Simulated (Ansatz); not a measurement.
# MgI2: the cost of one run

Program: Ansatz 0.2.0. Level of theory: DFT PBE+D3(BJ), scalar-relativistic, plane waves, PAW. These are calculated values, not measurements.

The COD entry's cell or inner coordinates are ideal or old and differ from later refinements, so a difference from it is no clean test against experiment.

3 further runs of the same task are left out: 1 that didn't finish, 2 set aside as unsound or not needed.

**1. The structure to begin with**

The structure is trigonal, space group P-3m1 (No. 164). Conventional cell: a = 4.127 Å, b = 4.127 Å, c = 6.837 Å, α = 90.00°, β = 90.00°, γ = 120.00°. Mg (site symmetry -3m) has 6 I at 2.91 Å as nearest neighbours. I (site symmetry 3m) has 3 Mg at 2.91 Å as nearest neighbours.

Coordinates:

```xyz
3
Lattice="4.1273 0.0000 0.0000 -2.0637 3.5744 0.0000 0.0000 0.0000 6.8366" Properties=species:S:1:pos:R:3 pbc="T T T"
Mg    0.0000    0.0000    0.0000
I     0.0000    2.3829    1.6760
I     2.0637    1.1915    5.1606
```

It is the result of an earlier relaxation at this level (volume 33.62 Å³/atom; gap on the mesh: 3.54 eV).

**2. Electronic structure at the relaxed geometry**

Contents of input.yaml:

```yaml
crystal:
  lattice:
    - [4.1273271356, 0.0, 0.0]
    - [-2.0636635678, 3.5743701491, 0.0]
    - [0.0, 0.0, 6.8366284634]
  atoms:
    - { symbol: Mg, position: [0.0, 0.0, 0.0] }
    - { symbol: I, position: [0.3333333333, 0.6666666667, 0.2451556323] }
    - { symbol: I, position: [0.6666666667, 0.3333333333, 0.7548443677] }
basis:
  ecutwfc: 420
kpoints:
  mp_grid: { grid: [6, 6, 4] }
  band_path:
    path:
      - [[0.0, 0.0, 0.0], [0.5, 0.0, 0.0], [0.33333333, 0.33333333, 0.0], [0.0, 0.0, 0.0], [0.0, 0.0, 0.5], [0.5, 0.0, 0.5], [0.33333333, 0.33333333, 0.5], [0.0, 0.0, 0.5]]
      - [[0.5, 0.0, 0.5], [0.5, 0.0, 0.0]]
      - [[0.33333333, 0.33333333, 0.5], [0.33333333, 0.33333333, 0.0]]
    npoints: 14
hamiltonian:
  xc: pbe
  dispersion: d3bj
scf:
  occupations: { method: gaussian, width: 0.02 }
  n_extra_bands: 7
output:
  forces: true
  stress: true
  eigenvalues: true
  populations: true
  dos: { projected: true, de: 0.02, nscf_kmesh: { grid: [9, 9, 6] } }
  bader: true
  write_density: true
  write_potential: true
  elf: true
  volumetric_format: npy
```

On the command line:

```bash
$ ansatz run input.yaml --threads 1 --pin off --max-ram 2560MiB --backend cpu --events-out ev --progress --plain --runs-dir out
```

What time and memory should one allow on 1 thread of Arm Neoverse V1, shared host?

About 32 s, with a peak of 0.44 GiB.
